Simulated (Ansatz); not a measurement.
# FGaH2N−: a rigid scan of the angle H5–Ga2–F3

One table from this session's results is given with a row withheld; the runs are named, their logs left out.

Method: single points in def2-TZVPPD; program: Ansatz 0.2.0, Gaussian basis.

Levels: PBE-D4, r2SCAN-D4, PBE0-D4, B3LYP-D4, wB97M-V, Hartree-Fock, MP2, CCSD, CCSD(T). The scan takes 85.3, 89.8, 94.3, 98.8, 103.3, 107.8, 112.3, 116.8, 121.3°.

Correlated methods freeze the cores. Filled d shells of the heavier atoms are correlated. B3LYP uses VWN-RPA correlation.

172 further runs of the same task are left out: 172 set aside as unsound or not needed.

### Where the work starts

The minimum, relaxed at PBE0-D4: SMILES `[NH-][GaH][F]`, 5 atoms, charge -1, spin multiplicity 1.

Atoms are counted from 1 here; the program's logs count them from 0.

Bond lengths: N1–Ga2 1.770 Å, N1–H4 1.023 Å, Ga2–F3 1.843 Å, Ga2–H5 1.589 Å. Angles: Ga2–N1–H4 109.7°, N1–Ga2–F3 126.8°, N1–Ga2–H5 129.9°, F3–Ga2–H5 103.3°.

As a file:

```xyz
5
charge -1, multiplicity 1
N    -0.92095   -1.10327    0.06819
Ga    0.39823    0.07457    0.13879
F     0.39999    1.77552   -0.57123
H    -1.71404   -0.70175   -0.43827
H     1.83677   -0.04508    0.80252
```

Energies of the minimum (eV), from earlier single points: PBE-D4 -56608.92985, r2SCAN-D4 -56618.84433, PBE0-D4 -56609.73195, B3LYP-D4 -56622.69427, wB97M-V -56616.89582, CCSD(T) -56576.57043.

At the minimum the angle H5–Ga2–F3 is 103.3°.

The first run:

Contents of pbe-tzvppd/in.yaml:

```yaml
crystal:
  periodic: [false, false, false]
  atoms:
    - {symbol: N, position_ang: [-0.920955, -1.103272, 0.068187]}
    - {symbol: Ga, position_ang: [0.398231, 0.074571, 0.138787]}
    - {symbol: F, position_ang: [0.399989, 1.775524, -0.571229]}
    - {symbol: H, position_ang: [-1.714044, -0.701751, -0.438268]}
    - {symbol: H, position_ang: [1.871751, 0.416836, 0.624429]}
basis:
  gaussian: {orbitals: "def2-TZVPPD.json"}
total_charge: -1
hamiltonian: {xc: pbe, dispersion: d4}
output: {forces: true}
```

r2scan-tzvppd/in.yaml, as changes to pbe-tzvppd/in.yaml:

```diff
-hamiltonian: {xc: pbe, dispersion: d4}
+hamiltonian: {xc: r2scan, dispersion: d4}
```

pbe0-tzvppd/in.yaml:

```diff
-hamiltonian: {xc: pbe, dispersion: d4}
-output: {forces: true}
+hamiltonian: {xc: pbe0, dispersion: d4}
+output: {forces: true, orbitals: {seedname: orbitals}}
```

b3lyp-tzvppd/in.yaml:

```diff
-hamiltonian: {xc: pbe, dispersion: d4}
+hamiltonian: {xc: {name: B3LYP}, dispersion: d4}
```

wb97mv-tzvppd/in.yaml:

```diff
-hamiltonian: {xc: pbe, dispersion: d4}
-output: {forces: true}
+hamiltonian: {xc: {name: wB97M-V}}
```

ccsdt-tzvppd/in.yaml:

```diff
-hamiltonian: {xc: pbe, dispersion: d4}
-output: {forces: true}
+correlation: {method: ccsd_t}
```

The basis file named in the input lies beside it (Basis Set Exchange, JSON).

Each run has its own folder and the same command.

Command:

```sh
$ ansatz run in.yaml --threads 2 --pin off --events-out ev --progress --plain --max-ram 4352MiB
```

Among the steps run: H5–Ga2–F3 = 85.3°; H5–Ga2–F3 = 89.8°; H5–Ga2–F3 = 94.3°; H5–Ga2–F3 = 98.8°; H5–Ga2–F3 = 103.3°; H5–Ga2–F3 = 107.8°; H5–Ga2–F3 = 112.3°; H5–Ga2–F3 = 116.8°; H5–Ga2–F3 = 121.3°.

One of the session's tables, all rows but one given; the rest of the session is left out.

It belongs to the step «The curves». Energies less that of the minimum at the same level (kJ/mol):

```
      angle (°)  PBE-D4  PBE0-D4  B3LYP-D4  wB97M-V  Hartree-Fock
           85.3    18.4     19.2      19.7     18.9          23.2
           89.8    10.3     10.6      10.9     10.3          12.7
           94.3     4.6      4.6       4.8      4.4           5.5
           98.8       ?        ?         ?        ?             ?
103.3 (minimum)     0.0      0.0       0.0      0.0           0.0
          103.3     0.0      0.0       0.0      0.0           0.0
          107.8     0.9      1.1       1.0      1.3           1.4
          112.3     3.8      4.4       4.2      4.7           5.5
          116.8     8.7      9.9       9.6     10.4          12.1
          121.3    15.5     17.4      17.0     18.1          21.3
```

**Question.** Estimate the row for angle (°) = 98.8.

As computed: PBE-D4: 1.2; PBE0-D4: 1.1; B3LYP-D4: 1.2; wB97M-V: 1.0; Hartree-Fock: 1.3.
